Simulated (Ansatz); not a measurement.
# C2H6Si (SMILES C[Si]C) at r2SCAN0/6-311+G(d,p)

Aim: the electronic atomisation energy of C2H6Si at r2SCAN0/6-311+G**, from 4 runs. 

Program for the calculation: Ansatz 0.2.0.

34 further runs of the same task are left out: 34 set aside as unsound or not needed.

## (1) The molecule

The species is C2H6Si (9 atoms), meant as a singlet with charge 0. SMILES: `C[Si]C`. The shape is that of a PBE0-D4/def2-TZVP optimisation.

Bond lengths: C1–Si2 1.896 Å, Si2–C3 1.896 Å, C1–H4 1.102 Å, C1–H5 1.091 Å, C1–H6 1.095 Å, C3–H7 1.095 Å, C3–H8 1.091 Å, C3–H9 1.102 Å. Some angles: C1–Si2–C3 97.8°, Si2–C1–H4 105.3°, Si2–C1–H5 113.7°, Si2–C1–H6 114.0°, Si2–C3–H7 113.9°, Si2–C3–H8 113.7°, Si2–C3–H9 105.3°, H4–C1–H5 107.1°, H4–C1–H6 106.4°, H5–C1–H6 109.8°.

## (2) A single-point energy at r2SCAN0/6-311+G(d,p)

Input file input.yaml:

```yaml
crystal:
  periodic: [false, false, false]
  atoms:
    - {symbol: C, position_ang: [-0.527400, 1.047300, -0.805300]}
    - {symbol: Si, position_ang: [0.896800, -0.199700, -0.912800]}
    - {symbol: C, position_ang: [0.601900, -1.069400, 0.746000]}
    - {symbol: H, position_ang: [-1.430700, 0.480400, -1.082200]}
    - {symbol: H, position_ang: [-0.439700, 1.875000, -1.511000]}
    - {symbol: H, position_ang: [-0.703500, 1.436700, 0.202600]}
    - {symbol: H, position_ang: [-0.455600, -1.193000, 1.001000]}
    - {symbol: H, position_ang: [1.117900, -2.026600, 0.837300]}
    - {symbol: H, position_ang: [1.028800, -0.397000, 1.507100]}
basis:
  gaussian: {orbitals: 6-311+G_st__st_-spherical.json}
hamiltonian: {xc: {name: r2SCAN0}}
accuracy: high
output: {orbitals: {seedname: orbitals}}
```

The basis set 6-311+G** is read from a file made from the Basis Set Exchange's data (not shown).

Launch:

```console
$ ansatz run input.yaml --threads 1 --pin off --max-ram 3480MiB --events-out events.jsonl --progress --plain --runs-dir runs
```

What it wrote:

```text
Warning: RAYON_NUM_THREADS=1 ignored (pool sized by the plan → 1); use --threads N
Functional definition: r2SCAN0
  name "r2SCAN0"
  parameter a = 0.25
  parameter k0 = 0.174
  parameter k1 = 0.065
  parameter a1 = 4.9479
  exchange = (1 - a)*r2scan_x(k0 = k0, k1 = k1, a1 = a1) + a*exact_x
  correlation = r2scan_c
2140 factors; integrals over basis functions are off by at most 4.3e-9 eV
mean field evaluation 1: about -10036.1166 eV, gradient 6.7e1 eV
mean field evaluation 2: about -10033.1754 eV, gradient 7.0e1 eV
mean field evaluation 4: about -10046.4276 eV, gradient 1.1e0 eV
mean field evaluation 8: about -10046.4307 eV, gradient 1.4e-2 eV
mean field evaluation 16: about -10046.4307 eV, gradient 8.0e-7 eV
mean field -10046.43071556 eV, -369.1995190816 hartree, gradient 6.7e-8 eV, S^2 0.000000; 0 other end points of the search recorded, 0 dependent functions left out
reference -10046.43071696 eV, -369.1995191329 hartree; 16, 16 occupied and 94, 94 virtual orbitals, 2140 factors
Total energy: -10046.43071696 eV, -369.1995191329 hartree
```

It took 12 s on 1 thread of Arm Neoverse V2, shared host; peak memory 0.39 GiB.

## (3) The C atom, same level

Input file in.yaml:

```yaml
crystal:
  periodic: [false, false, false]
  atoms:
    - {symbol: C, position_ang: [0.000000, 0.000000, 0.000000]}
basis:
  gaussian:
    orbitals: 6-311+G_st__st_.json
hamiltonian:
  xc: {name: r2SCAN0}
magnetization:
  spin_polarized: true
  initial_magnetization: 2
accuracy: high
```

The basis set 6-311+G** is read from a file made from the Basis Set Exchange's data (not shown).

Launch:

```console
$ ansatz run in.yaml --threads 1 --pin off --max-ram 3480MiB --events-out events.jsonl --progress --plain --runs-dir runs
```

What it wrote:

```text
Warning: RAYON_NUM_THREADS=1 ignored (pool sized by the plan → 1); use --threads N
[... 8 set-up lines as earlier in the session ...]
169 factors; integrals over basis functions are off by at most 2.6e-9 eV
mean field evaluation 1: about -1029.3238 eV, gradient 4.9e0 eV
mean field evaluation 2: about -1029.4408 eV, gradient 1.2e0 eV
mean field evaluation 4: about -1029.4496 eV, gradient 2.0e-2 eV
mean field evaluation 8: about -1029.4490 eV, gradient 7.7e-4 eV
mean field evaluation 16: about -1029.4490 eV, gradient 7.2e-8 eV
mean field -1029.44903866 eV, -37.8315543853 hartree, gradient 7.2e-8 eV, S^2 2.005247; 0 other end points of the search recorded, 0 dependent functions left out
reference -1029.44904193 eV, -37.8315545053 hartree; 4, 2 occupied and 18, 20 virtual orbitals, 169 factors
Total energy: -1029.44904193 eV, -37.8315545053 hartree
```

Run time: 0.84 s. Hardware: 1 thread of Arm Neoverse V2, shared host; peak memory 0.098 GiB.

## (4) The H atom

Input file in.yaml:

```yaml
crystal:
  periodic: [false, false, false]
  atoms:
    - {symbol: H, position_ang: [0.000000, 0.000000, 0.000000]}
basis:
  gaussian:
    orbitals: 6-311+G_st__st_.json
magnetization:
  spin_polarized: true
  initial_magnetization: 1
hamiltonian:
  xc: {name: r2SCAN0}
accuracy: high
```

The basis set 6-311+G** is read from a file made from the Basis Set Exchange's data (not shown).

Run the same way, it converges to -0.49987 Eh (log not shown).

## (5) The Si atom, same level

Input file input.yaml:

```yaml
crystal:
  periodic: [false, false, false]
  atoms:
    - {symbol: Si, position_ang: [0.000000, 0.000000, 0.000000]}
basis:
  gaussian:
    orbitals: 6-311+G_st__st_-spherical.json
accuracy: high
hamiltonian:
  xc: {name: r2SCAN0}
magnetization:
  spin_polarized: true
  initial_magnetization: 2
```

The basis set 6-311+G** is read from a file made from the Basis Set Exchange's data (not shown).

Run the same way, it converges to -289.34010 Eh (log not shown).

## (6) Results

At r2SCAN0/6-311+G**:

```
                     quantity          value
       molecule: total energy  -369.19952 Eh
        molecule: HOMO energy       -6.08 eV
        molecule: LUMO energy       -2.05 eV
      molecule: HOMO–LUMO gap        4.03 eV
         C atom: total energy   -37.83155 Eh
                 C atom: ⟨S²⟩          2.005
         H atom: total energy    -0.49987 Eh
                 H atom: ⟨S²⟩          0.750
        Si atom: total energy  -289.34010 Eh
                Si atom: ⟨S²⟩          2.004
electronic atomisation energy      32.574 eV
```

Taking the molecule apart into free atoms costs 32.57 eV (751 kcal/mol), before zero-point energy and without spin-orbit coupling.
